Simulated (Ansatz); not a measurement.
# AlGaGe: the cost of one run

Method: RKS PBE0/def2-TZVP; program: Ansatz 0.2.0, Gaussian basis.

## Step 1: The system as given

3 atoms, charge 0, spin multiplicity 1.

Atoms are counted from 1 here; the program's logs count them from 0.

Bond lengths: Al2–Ge3 2.380 Å.

The start was built by rule and, where that kept it together, relaxed with GFN2-xTB. Sticks and bond lists go by distance. No spin-orbit coupling is included. 

## Step 2: Relaxation

File in.yaml:

```yaml
crystal:
  periodic: [false, false, false]
  atoms:
    - {symbol: Ga, position_ang: [-2.661975, -0.165892, -0.002030]}
    - {symbol: Al, position_ang: [0.163314, 0.312388, 0.002647]}
    - {symbol: Ge, position_ang: [2.498661, -0.146496, -0.000617]}
basis:
  gaussian: {orbitals: def2-TZVP}
hamiltonian: {xc: pbe0}
relax: {f_tol: 0.004, max_steps: 80}
```

Started as:

```
> ansatz run in.yaml --threads 1 --pin off --events-out ev --progress --plain --max-ram 2176MiB
```

What time and memory should one allow on 1 thread of Intel Xeon 6975P-C, shared host?

About 2.6 min, with a peak of 0.46 GiB.
